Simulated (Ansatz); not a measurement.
# C₂H₇BOSi: a ladder of functionals and wavefunction methods

An exercise on one series of results from a longer session: the logs are not shown, and one member is left open.

Computed with Ansatz 0.2.0, Gaussian basis. Level: functionals in def2-TZVPP, the program's frozen cores in correlated methods.

Plan: PBE-D4, r2SCAN-D4, PBE0-D4, B3LYP-D4, ωB97X-V, ωB97M-V, B2PLYP; CCSD(T)/def2-TZVPP; MP2/def2-QZVPP; extrapolation to the limit.

## Structure used throughout

The geometry comes from an earlier relaxation with PBE0-D4 in a triple-zeta def2 set; it is a stationary point, not always the lowest conformer.

SMILES `COB1C[SiH2]1`, 12 atoms, charge 0, spin multiplicity 1.

Atoms are counted from 1 here; the program's logs count them from 0.

Bond lengths: C1–O2 1.419 Å, C1–H6 1.092 Å, C1–H7 1.091 Å, C1–H8 1.091 Å, O2–B3 1.328 Å, B3–C4 1.547 Å, B3–Si5 1.957 Å, C4–Si5 1.916 Å, C4–H9 1.090 Å, C4–H10 1.092 Å, Si5–H11 1.484 Å, Si5–H12 1.485 Å. Angles: O2–C1–H6 110.7°, O2–C1–H7 108.5°, O2–C1–H8 108.6°, H6–C1–H7 110.0°, H6–C1–H8 110.0°, H7–C1–H8 109.0°, C1–O2–B3 122.2°, O2–B3–C4 138.0°, O2–B3–Si5 156.2°, C4–B3–Si5 65.1°, B3–C4–Si5 67.8°, B3–C4–H9 120.4°, B3–C4–H10 116.2°, Si5–C4–H9 122.6°, Si5–C4–H10 112.7°, H9–C4–H10 111.1°, B3–Si5–C4 47.1°, B3–Si5–H11 124.6° and more.

Set-up of the first run:

File in.yaml:

```yaml
crystal:
  periodic: [false, false, false]
  atoms:
    - {symbol: C, position_ang: [-1.989987, 1.036806, 0.204054]}
    - {symbol: O, position_ang: [-1.378413, -0.236603, 0.071847]}
    - {symbol: B, position_ang: [-0.060082, -0.387743, 0.032025]}
    - {symbol: C, position_ang: [0.960373, -1.532609, -0.168394]}
    - {symbol: Si, position_ang: [1.804540, 0.186489, -0.114660]}
    - {symbol: H, position_ang: [-1.234087, 1.821974, 0.279204]}
    - {symbol: H, position_ang: [-2.613229, 1.030581, 1.099704]}
    - {symbol: H, position_ang: [-2.622603, 1.210884, -0.667886]}
    - {symbol: H, position_ang: [0.932234, -2.144254, -1.069628]}
    - {symbol: H, position_ang: [1.182560, -2.139458, 0.712044]}
    - {symbol: H, position_ang: [2.714038, 0.398680, 1.038428]}
    - {symbol: H, position_ang: [2.381457, 0.700054, -1.382737]}
basis:
  gaussian: {orbitals: def2-TZVPP}
hamiltonian: {xc: pbe, dispersion: d4}
output: {forces: true, orbitals: {seedname: orbitals}}
```

Run with:

```bash
ansatz run in.yaml --threads 4 --pin off --events-out ev --progress --plain --max-ram 10444MiB
```

Among the steps run: PBE-D4 (GGA); r2SCAN-D4 (meta-GGA); PBE0-D4 (hybrid); B3LYP-D4 (hybrid); ωB97X-V (range-separated); ωB97M-V (range-separated); B2PLYP (double hybrid); CCSD(T) in def2-TZVPP; MP2 in def2-QZVPP.

One table of the session follows, with a row left open; its other results are not shown here.

| method | atomisation energy (eV) |
| --- | --- |
| PBE-D4 | 47.349 |
| r2SCAN-D4 | 46.711 |
| PBE0-D4 | 46.615 |
| B3LYP-D4 | 46.439 |
| ωB97X-V | 46.553 |
| ωB97M-V | 46.572 |
| B2PLYP | 45.936 |
| HF/def2-TZVPP | 34.342 |
| MP2/def2-TZVPP | ? |
| CCSD/def2-TZVPP | 44.500 |
| CCSD(T)/def2-TZVPP | 45.161 |
| MP2/CBS | 46.949 |
| CCSD(T)/CBS | 46.272 |

Q: Estimate the row for MP2/def2-TZVPP from the others.

The run gave: atomisation energy (eV): 45.838. In the column «atomisation energy (eV)» it lies between CCSD(T)/def2-TZVPP (45.161) and B2PLYP (45.936).

Caveats from the session: Free atoms (2 C, 1 O, 1 B, 1 Si, 7 H) were run apart at each level; the atomisation energy is their sum less the molecule, without zero-point or spin-orbit terms.
